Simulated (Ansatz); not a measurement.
**FCI/STO-3G run of SiCl2 (SMILES Cl[Si]Cl)**

What is the electronic atomisation energy of SiCl2 at FCI/STO-3G? 

The results are computed with Ansatz 0.2.0.

39 further runs of the same task are left out: 4 that didn't finish, 35 set aside as unsound or not needed.

## Step 1: The structure to begin with

SiCl2: 3 atoms, total charge 0, spin state singlet. SMILES: `Cl[Si]Cl`. Geometry: relaxed at GFN2-xTB.

Bond lengths: Si1–Cl2 2.052 Å, Si1–Cl3 2.052 Å. Angles: Cl2–Si1–Cl3 101.1°.

## Step 2: The energy at FCI/STO-3G

File job.yaml:

```yaml
crystal:
  periodic: [false, false, false]
  atoms:
    - {symbol: Si, position_ang: [0.005140, -0.006950, -0.869340]}
    - {symbol: Cl, position_ang: [1.581630, -0.018940, 0.444080]}
    - {symbol: Cl, position_ang: [-1.586770, 0.025890, 0.425270]}
basis:
  gaussian: {orbitals: STO-3G}
magnetization: {spin_polarized: false, initial_magnetization: 0}
correlation: {method: fci, frozen_orbitals: {Cl: 5, Si: 5}}
accuracy: high
```

Launch:

```bash
$ ansatz run job.yaml --threads 1 --pin off --max-ram 2610MiB --events-out events.jsonl --progress --plain --runs-dir runs
```

Log:

```text
Warning: RAYON_NUM_THREADS=1 ignored (pool sized by the plan → 1); use --threads N
Functional definition: HF
  name "HF"
  exchange = exact_x
  correlation = 0
487 factors; integrals over basis functions are off by at most 1.5e-8 eV
mean field evaluation 1: about -32511.5212 eV, gradient 1.7e1 eV
mean field evaluation 2: about -32511.5713 eV, gradient 1.7e1 eV
mean field evaluation 4: about -32513.3127 eV, gradient 5.7e-1 eV
mean field evaluation 8: about -32513.3144 eV, gradient 6.5e-6 eV
mean field -32513.31441033 eV, -1194.8422662637 hartree, gradient 5.6e-9 eV, S^2 0.000000; 0 other end points of the search recorded, 0 dependent functions left out
15 core orbitals not correlated: weight in the atoms' cores, before any rotation towards them, 1.000 or more for the frozen orbitals, at most 0.000 for the correlated occupied ones
reference -32513.31441033 eV, -1194.8422662637 hartree; 9, 9 occupied and 3, 3 virtual orbitals, 487 factors
state -32514.74323218 eV, -1194.8947744980 hartree
Total energy: -32514.74323218 eV, -1194.8947744980 hartree
```

It took 0.52 s on 1 thread of Arm Neoverse V1, shared host.

## Step 3: The Cl atom at the same level

File in.yaml:

```yaml
crystal:
  periodic: [false, false, false]
  atoms:
    - symbol: Cl
      position_ang: [0.000000, 0.000000, 0.000000]
basis:
  gaussian:
    orbitals: STO-3G
magnetization:
  spin_polarized: true
  initial_magnetization: 1
correlation:
  method: fci
  frozen_orbitals: {Cl: 5}
accuracy: high
```

Launch:

```bash
$ ansatz run in.yaml --threads 1 --pin off --max-ram 2610MiB --events-out events.jsonl --progress --plain --runs-dir runs
```

Log:

```text
Warning: RAYON_NUM_THREADS=1 ignored (pool sized by the plan → 1); use --threads N
Functional definition: HF
  name "HF"
  exchange = exact_x
  correlation = 0
42 factors; integrals over basis functions are off by at most 4.6e-9 eV
mean field evaluation 1: about -12368.7208 eV, gradient 7.8e-1 eV
mean field evaluation 2: about -12368.7224 eV, gradient 7.8e-1 eV
mean field evaluation 4: about -12368.7232 eV, gradient 3.4e-6 eV
mean field evaluation 8: about -12368.7217 eV, gradient 1.1e0 eV
mean field evaluation 16: about -12368.7232 eV, gradient 4.7e-4 eV
mean field -12368.72316544 eV, -454.5421925083 hartree, gradient 1.9e-13 eV, S^2 0.750000; 3 other end points of the search recorded, 0 dependent functions left out
5 core orbitals not correlated: weight in the atoms' cores, before any rotation towards them, 1.000 or more for the frozen orbitals, at most 0.000 for the correlated occupied ones
reference -12368.72316544 eV, -454.5421925083 hartree; 4, 3 occupied and 0, 1 virtual orbitals, 42 factors
state -12368.72316544 eV, -454.5421925083 hartree
Total energy: -12368.72316544 eV, -454.5421925083 hartree
```

Wall time 0.04 s (1 thread of Arm Neoverse V1, shared host).

## Step 4: The Si atom at the same level

File molecule.yaml:

```yaml
crystal:
  periodic: [false, false, false]
  atoms:
    - {symbol: Si, position_ang: [0.000000, 0.000000, 0.000000]}
basis:
  gaussian:
    orbitals: STO-3G
magnetization:
  spin_polarized: true
  initial_magnetization: 2
correlation:
  method: fci
  frozen_orbitals: {Si: 5}
accuracy: high
```

Run the same way, it converges to -285.47962 Eh (log not shown).

## Step 5: What came out

Level: FCI/STO-3G, 15 core orbitals frozen.

| quantity | value |
| --- | --- |
| molecule: total energy | -1194.89477 Eh |
| molecule: correlation energy (15 core orbitals frozen) | -52.5 mEh |
| Cl atom: total energy | -454.54219 Eh |
| Cl atom: correlation energy (5 core orbitals frozen) | 0.0 mEh |
| Si atom: total energy | -285.47962 Eh |
| Si atom: correlation energy (5 core orbitals frozen) | -13.4 mEh |
| electronic atomisation energy | 9.001 eV |

**Reading.** Taking the molecule apart into free atoms costs 9.00 eV (208 kcal/mol), before zero-point energy and without spin-orbit coupling. In a minimal basis such a difference can be off by several eV, whatever the method.
